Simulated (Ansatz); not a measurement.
## Ca, space group P6_3/mmc: a relaxation followed by a look at the electronic structure

Computed with Ansatz 0.2.0 through its Python package.

Input file `ca.xyz`:
```text
2
Lattice="3.98 0.0 0.0 -1.99 3.44678111 0.0 0.0 0.0 6.52" Properties=species:S:1:pos:R:3 pbc="T T T"
Ca   -0.00000000    2.29785407    1.63000000
Ca    1.99000000    1.14892704    4.89000000
```

The script, `ca_pipeline.py`:
```python
"""Relax Ca, then bands and states at the relaxed cell."""

import ansatz as az
import numpy as np

FUNCTIONAL = "pbesol"
SMEARING_WIDTH = 0.1


def count_gap(report):
    # lowest empty less highest filled band, counting bands; zero where they overlap
    return max(report.get("gap_by_band_count_ev") or 0.0, 0.0)


def configured(crystal, spacing):
    return (
        crystal.calculation()
        .functional(FUNCTIONAL)
        .basis(12 * az.Ha, xc_grid=2)
        .occupations(az.OccupationsMethod.COLD, width=SMEARING_WIDTH)  # the run then minimises F = E - TS
        .mixing("msr1")
        .eigensolver("auto")
        .scf(self_checks="low")
        .kpoints(spacing=spacing)
    )


def main() -> None:
    crystal = az.Crystal.from_extxyz("ca.xyz")

    relaxed = configured(crystal, 0.3).relax(cell=True, force_tolerance=0.01, max_steps=40).checkpoint(write="relax.run", compress=False).run(threads=1)
    cell = np.asarray(relaxed.lattice.cell_ang)
    print("relaxed edges (A):", np.linalg.norm(cell, axis=1).round(4), " volume:", round(abs(np.linalg.det(cell)), 3), "A^3")
    for site in relaxed.lattice.sites:
        print(" ", site.symbol, np.round(site.position_frac, 4) + 0.0)

    final = az.Crystal.from_checkpoint("relax.run")
    done = configured(final, 0.22).stress().band_table().density_of_states(energy_step=0.05).run(threads=1)
    rep = done.report
    dos = done.density_of_states()
    print(f"pressure at the relaxed cell {np.trace(rep['stress_gpa']) / 3:.3f} GPa, gap by band count {count_gap(rep):.3f} eV")
    if count_gap(rep) == 0:
        print("states/eV at the Fermi level:", round(float(np.interp(dos.fermi_ev, dos.energies_ev, dos.spin_summed_g_bin_mean_per_ev)), 3))


if __name__ == "__main__":
    main()
```

`python ca_pipeline.py` gives:
```text
DeckWarning: basis.ecutwfc = 326.536634951856 eV is below the records' recommended 420 eV, and the density's cutoff is lower with it unless basis.ecutrho_ratio is high enough to keep the records' density cutoff: compare with a run at a higher cutoff
relaxed edges (A): [3.8243 3.8243 6.4457]  volume: 81.639 A^3
  Ca [0.3333 0.6667 0.25  ]
  Ca [0.6667 0.3333 0.75  ]
DeckWarning: crystal.checkpoint: the structure is that of relax.run, a `relax` run, at its step 6: its result, under pbesol at a charge of 0 e; 2 atoms read, 0 with a starting moment [...]
pressure at the relaxed cell -0.010 GPa, gap by band count 0.000 eV
states/eV at the Fermi level: 1.332
```
(Warnings from the package without file and line, shortened.)

What to keep in mind:
- These settings explore the input space; cutoff and mesh may be short of convergence.
- The cutoff lies under the one recommended for these potentials.
- Under the recommended cutoff a pressure can be off by several GPa, even in sign.
- The zero of the levels is a convention of the potentials, so an absolute Fermi energy is no work function.
- These metals are very soft, so angles and axial ratios aren't settled by this mesh and stress tolerance.
- A gap by band count of zero or less means overlapping bands, a metal.
- Of the deposited cell: it was measured well above room temperature.
- This isn't the structure that Ca takes at ambient conditions.
- Gaps and levels are Kohn-Sham values on a finite set of k-points.
- Where the second run takes another functional or mesh than the relaxation, its pressure isn't zero; pressure is positive in compression.
- The computed bands are complete only to about 0.7 eV above the Fermi level; beyond that the density of states is undercounted.
- It ran for 15 s on 1 thread of Arm Neoverse N1 (shared host), peak memory 0.38 GiB.
